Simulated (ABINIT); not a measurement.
# TePd (P4/nmm) in ABINIT: single point with LDA

Aim: the single point of TePd with LDA.

Program: ABINIT 10.8.3 (patched build). These are calculated values, not measurements. Logs are shortened: lines on timing, memory, paths and dates and some standing lists are left out, and cuts for length are marked. The log counts tension as positive stress, the text compression.

**1. The structure**

It takes space group P4/nmm (No. 129, tetragonal). Conventional cell: a = 4.517 Å, b = 4.517 Å, c = 6.614 Å, α = 90.00°, β = 90.00°, γ = 90.00°. Around Pd (site symmetry -4m2) lie 4 Te at 2.87 Å and 4 Pd at 3.19 Å. Around Te (site symmetry 4mm) lie 4 Pd at 2.87 Å.

The cell was built by a generator and needn't be a form met in nature.

**2. Single point, LDA**

run.abi

```
pp_dirpath "./"
pseudos "Pd.hgh, Te.hgh"

acell 3*1.0 Angstrom
rprim
     4.5172541600     0.0000000000     0.0000000000
     0.0000000000     4.5172541600     0.0000000000
     0.0000000000     0.0000000000     6.6141228000
ntypat 2
znucl 46 52
natom 4
typat 1 1 2 2
xred
     0.0000000000     0.0000000000     0.0000000000
     0.5000000000     0.5000000000     0.0000000000
     0.5000000000     0.0000000000     0.2670000000
     0.0000000000     0.5000000000     0.7330000000

ecut 38.0

kptopt 1
ngkpt 4 4 3
nshiftk 1
shiftk 0.0 0.0 0.0

ixc 7

nband 20
occopt 3
tsmear 0.00183747

nstep 100
tolvrs 1.0e-10

iomode 3
prtwf 0
prteig 0
prtebands 0
enunit 1
prtvol 2
prtden 1
prtvha 1
prtvclmb 1
prtpot 1
prtelf 1
```

Potentials or basis: HGH LDA.

Command:

```console
> abinit run.abi > log 2>&1
```

run.abo:

```text
.Version 10.8.3 of ABINIT
 Symmetries : space group P4/n m m (#129); Bravais tP (primitive tetrag.)
================================================================================
 Values of the parameters that define the memory need of the present run
     intxc =       0    ionmov =       0      iscf =       7    lmnmax =       6
     lnmax =       6     mgfft =      72  mpssoang =       3    mqgrid =    3469
     natom =       4  nloc_mem =       1    nspden =       1   nspinor =       1
    nsppol =       1      nsym =      16    n1xccc =       0    ntypat =       2
    occopt =       3   xclevel =       1
       mpw =       10250          nfft =      165888          nkpt =          12
================================================================================
================================================================================

--------------------------------------------------------------------------------
------------- Echo of variables that govern the present computation ------------
--------------------------------------------------------------------------------
 -outvars: echo values of preprocessed input variables --------
            acell      1.8897261259E+00  1.8897261259E+00  1.8897261259E+00 Bohr
              amu      1.06420000E+02  1.27600000E+02
             ecut      3.80000000E+01 Hartree
           enunit           1
              ixc           7
         kptrlatt        4    0    0      0    4    0      0    0    3
          kptrlen      3.41454928E+01
            natom           4
            nband          20
            ngfft          48      48      72
             nkpt          12
            nstep         100
             nsym          16
           ntypat           2
           occopt           3
        prtebands           0
           prteig           0
           prtelf           1
           prtpot           1
         prtvclmb           1
           prtvha           1
           prtvol           2
            prtwf           0
            rprim      4.5172541600E+00  0.0000000000E+00  0.0000000000E+00
                       0.0000000000E+00  4.5172541600E+00  0.0000000000E+00
                       0.0000000000E+00  0.0000000000E+00  6.6141228000E+00
          spgroup         129
           tolvrs      1.00000000E-10
           tsmear      1.83747000E-03 Hartree
            typat      1  1  2  2
           xangst      0.0000000000E+00  0.0000000000E+00  0.0000000000E+00
                       2.2586270800E+00  2.2586270800E+00  0.0000000000E+00
                       2.2586270800E+00  0.0000000000E+00  1.7659707876E+00
                       0.0000000000E+00  2.2586270800E+00  4.8481520124E+00
            xcart      0.0000000000E+00  0.0000000000E+00  0.0000000000E+00
                       4.2681866018E+00  4.2681866018E+00  0.0000000000E+00
                       4.2681866018E+00  0.0000000000E+00  3.3372011349E+00
                       0.0000000000E+00  4.2681866018E+00  9.1616795202E+00
             xred      0.0000000000E+00  0.0000000000E+00  0.0000000000E+00
                       5.0000000000E-01  5.0000000000E-01  0.0000000000E+00
                       5.0000000000E-01  0.0000000000E+00  2.6700000000E-01
                       0.0000000000E+00  5.0000000000E-01  7.3300000000E-01
            znucl       46.00000   52.00000

================================================================================

 chkinp: Checking input parameters for consistency.

================================================================================
== DATASET  1 ==================================================================

--- !DatasetInfo
iteration_state: {dtset: 1, }
dimensions: {natom: 4, nkpt: 12, mband: 20, nsppol: 1, nspinor: 1, nspden: 1, mpw: 10250, }
cutoff_energies: {ecut:  38.0, pawecutdg:  -1.0, }
electrons: {nelect:   3.20000000E+01, charge:   0.00000000E+00, occopt:   3.00000000E+00, tsmear:   1.83747000E-03, }
meta: {optdriver: 0, ionmov: 0, optcell: 0, iscf: 7, paral_kgb: 0, }
...

 Exchange-correlation functional for the present dataset will be:
  LDA: Perdew-Wang 92 LSD fit to Ceperley-Alder data - ixc=7
[... 167 lines left out ...]
  1.63E-15 1.71E-15 5.43E-13 6.99E-13
   0.5000  0.5000  0.3333    1  2.37319E-07 kpt; spin; max resid(k); each band:
  1.48E-17 1.36E-17 5.02E-17 5.05E-17 6.30E-17 5.86E-17 2.40E-16 2.41E-16
  1.62E-16 1.07E-16 3.07E-16 2.87E-16 1.66E-16 1.65E-16 9.49E-17 1.28E-16
  2.18E-15 3.33E-15 2.37E-07 1.59E-07
 reduced coordinates (array xred) for    4 atoms
       0.000000000000      0.000000000000      0.000000000000
       0.500000000000      0.500000000000      0.000000000000
       0.500000000000      0.000000000000      0.267000000000
       0.000000000000      0.500000000000      0.733000000000
 rms dE/dt=  2.0002E-01; max dE/dt=  4.8994E-01; dE/dt below (all hartree)
    1       0.000000000000     -0.000000000000      0.000000000000
    2      -0.000000000000      0.000000000000      0.000000000000
    3       0.000000000000      0.000000000000      0.489944602380
    4       0.000000000000      0.000000000000     -0.489944602380

 cartesian coordinates (angstrom) at end:
    1      0.00000000000000     0.00000000000000     0.00000000000000
    2      2.25862708000000     2.25862708000000     0.00000000000000
    3      2.25862708000000     0.00000000000000     1.76597078760000
    4      0.00000000000000     2.25862708000000     4.84815201240000

 cartesian forces (hartree/bohr) at end:
    1     -0.00000000000000     0.00000000000000    -0.00000000000000
    2      0.00000000000000    -0.00000000000000    -0.00000000000000
    3     -0.00000000000000    -0.00000000000000    -0.03919907837342
    4     -0.00000000000000    -0.00000000000000     0.03919907837342
 frms,max,avg= 1.6002957E-02 3.9199078E-02   0.000E+00  0.000E+00  0.000E+00 h/b

 cartesian forces (eV/Angstrom) at end:
    1     -0.00000000000000     0.00000000000000    -0.00000000000000
    2      0.00000000000000    -0.00000000000000    -0.00000000000000
    3     -0.00000000000000    -0.00000000000000    -2.01569765449454
    4     -0.00000000000000    -0.00000000000000     2.01569765449454
 frms,max,avg= 8.2290512E-01 2.0156977E+00   0.000E+00  0.000E+00  0.000E+00 e/A
 length scales=  1.889726125908  1.889726125908  1.889726125908 bohr
              =  1.000000000000  1.000000000000  1.000000000000 angstroms
 Fermi (or HOMO) energy (eV) =  -0.49552   Average Vxc (eV)=  -8.47397
 Eigenvalues (   eV  ) for nkpt=  12  k points:
 kpt#   1, nband= 20, wtk=  0.02083, kpt=  0.0000  0.0000  0.0000 (reduced coord)
 -11.78406  -11.19003   -4.76753   -4.02473   -3.97122   -3.97122   -3.59038   -3.06081
  -3.06081   -2.38682   -2.27778   -1.94033   -1.36239   -1.27200   -1.27200   -0.06343
   0.68654    0.68654    1.51250    3.57094
 kpt#   2, nband= 20, wtk=  0.08333, kpt=  0.2500  0.0000  0.0000 (reduced coord)
 -11.62526  -11.19374   -4.39359   -4.08211   -3.90671   -3.84748   -3.32043   -3.31591
  -3.24746   -2.53756   -2.34809   -2.17488   -2.09431   -1.99391   -0.66900   -0.39299
  -0.25883    0.51932    2.76576    3.82717
 kpt#   3, nband= 20, wtk=  0.04167, kpt=  0.5000  0.0000  0.0000 (reduced coord)
 -11.32846  -11.32846   -4.07705   -4.07705   -3.62980   -3.62980   -3.57759   -3.57759
  -2.70996   -2.70996   -2.60741   -2.60741   -2.52380   -2.52380   -0.78970   -0.78970
   0.00874    0.00874    3.88574    3.88574
 kpt#   4, nband= 20, wtk=  0.08333, kpt=  0.2500  0.2500  0.0000 (reduced coord)
 -11.48726  -11.17382   -4.38277   -4.10331   -3.86162   -3.64259   -3.58739   -3.11254
  -3.04250   -2.62894   -2.48857   -2.28343   -2.26028   -2.13411   -1.04912   -0.48879
  -0.38971   -0.35292    3.44726    3.68448
 kpt#   5, nband= 20, wtk=  0.08333, kpt=  0.5000  0.2500  0.0000 (reduced coord)
[... 16 lines left out ...]
 -11.32365  -11.32365   -4.20585   -4.20585   -3.63582   -3.63582   -3.57238   -3.57238
  -2.71157   -2.71157   -2.62787   -2.62787   -2.54393   -2.54393   -0.26820   -0.26820
   0.05437    0.05437    2.89547    2.89547
 kpt#  10, nband= 20, wtk=  0.16667, kpt=  0.2500  0.2500  0.3333 (reduced coord)
 -11.41220  -11.25089   -4.44253   -4.02126   -3.78068   -3.66877   -3.62238   -3.27987
  -3.06783   -2.61637   -2.55400   -2.28436   -2.25753   -2.02581   -0.99669   -0.69440
  -0.53033    0.15660    3.61896    4.16883
 kpt#  11, nband= 20, wtk=  0.16667, kpt=  0.5000  0.2500  0.3333 (reduced coord)
 -11.24505  -11.24505   -4.33026   -4.33026   -3.58556   -3.58556   -3.36465   -3.36465
  -2.85996   -2.85996   -2.62414   -2.62414   -2.26669   -2.26669   -1.13208   -1.13208
  -0.32595   -0.32595    3.59371    3.59371
 kpt#  12, nband= 20, wtk=  0.04167, kpt=  0.5000  0.5000  0.3333 (reduced coord)
 -11.16252  -11.16252   -4.49184   -4.49184   -3.36836   -3.36836   -3.30948   -3.30948
  -3.04872   -3.04872   -2.24994   -2.24994   -1.93193   -1.93193   -1.90480   -1.90480
  -0.93543   -0.93543    4.28747    4.28940
 Total charge density [el/Bohr^3]
)     Maximum=    6.0296E-01  at reduced coord.    0.5000    0.5000    0.9306
)Next maximum=    6.0296E-01  at reduced coord.    0.0000    0.0000    0.9306
)     Minimum=    3.8134E-07  at reduced coord.    0.0000    0.0000    0.0000
)Next minimum=    3.8134E-07  at reduced coord.    0.5000    0.5000    0.0000
   Integrated=    3.2000E+01

--- !EnergyTerms
iteration_state     : {dtset: 1, }
comment             : Components of total free energy in Hartree
kinetic             :  5.63682833531957E+01
hartree             :  2.77670400442373E+01
xc                  : -1.31034044327462E+01
Ewald energy        : -5.17341784547048E+01
psp_core            :  5.63978302470893E+00
local_psp           : -6.68638990504281E+01
non_local_psp       : -3.24518425700436E+01
internal            : -7.43782180857808E+01
'-kT*entropy'       : -2.05187949136707E-03
total_energy        : -7.43802699652721E+01
total_energy_eV     : -2.02399025510536E+03
band_energy         : -4.55482854937131E+00
...

 Cartesian components of stress tensor (hartree/bohr^3)
  sigma(1 1)=  4.19477967E-04  sigma(3 2)=  0.00000000E+00
  sigma(2 2)=  4.19477967E-04  sigma(3 1)=  0.00000000E+00
  sigma(3 3)=  4.02753460E-04  sigma(2 1)=  0.00000000E+00

-Cartesian components of stress tensor (GPa)         [Pressure= -1.2177E+01 GPa]
- sigma(1 1)=  1.23414679E+01  sigma(3 2)=  0.00000000E+00
- sigma(2 2)=  1.23414679E+01  sigma(3 1)=  0.00000000E+00
- sigma(3 3)=  1.18494159E+01  sigma(2 1)=  0.00000000E+00

== END DATASET(S) ==============================================================
================================================================================

 -outvars: echo values of variables after computation  --------
            acell      1.8897261259E+00  1.8897261259E+00  1.8897261259E+00 Bohr
           etotal     -7.4380269965E+01
            fcart     -3.4654393898E-32  2.7723515119E-31 -1.7347234760E-18
                       1.0396318170E-31 -9.2411717062E-32 -1.7347234760E-18
                      -3.4654393898E-32 -9.2411717062E-32 -3.9199078373E-02
                      -3.4654393898E-32 -9.2411717062E-32  3.9199078373E-02
            rprim      4.5172541600E+00  0.0000000000E+00  0.0000000000E+00
                       0.0000000000E+00  4.5172541600E+00  0.0000000000E+00
                       0.0000000000E+00  0.0000000000E+00  6.6141228000E+00
           strten      4.1947796681E-04  4.1947796681E-04  4.0275345953E-04
                       0.0000000000E+00  0.0000000000E+00  0.0000000000E+00
           xangst      0.0000000000E+00  0.0000000000E+00  0.0000000000E+00
                       2.2586270800E+00  2.2586270800E+00  0.0000000000E+00
                       2.2586270800E+00  0.0000000000E+00  1.7659707876E+00
                       0.0000000000E+00  2.2586270800E+00  4.8481520124E+00
             xred      0.0000000000E+00  0.0000000000E+00  0.0000000000E+00
                       5.0000000000E-01  5.0000000000E-01  0.0000000000E+00
                       5.0000000000E-01  0.0000000000E+00  2.6700000000E-01
                       0.0000000000E+00  5.0000000000E-01  7.3300000000E-01
 Calculation completed.
```

Run time: 2.7 min. Hardware: 1 thread of Intel Xeon Platinum 8259CL at 2.50GHz (Skylake/Cascade Lake), shared host; peak memory 0.12 GiB.

Results:

```
Free energy                                           : -2023.9903 eV
Pressure                                              : -12.2 GPa
Largest force                                         : 2.016 eV/Å
Band gap on the k mesh                                : none (metal or under the smearing width)
Valence electrons inside the program's atomic spheres : Pd 7.37; Te 2.07
```

Forces in eV/Å, atoms in the order of the input:
```
Pd   0.000  0.000  0.000
Pd   0.000  0.000  0.000
Te   0.000  0.000 -2.016
Te   0.000  0.000  2.016
```

Caveat: HGH potentials are hard and often keep d shells in the core, so these values are rough; forces of over 1 eV/Å show positions far from the minimum, so gaps and moduli don't describe the material at rest. The run has no spin-orbit coupling, so splittings on Te are missing.
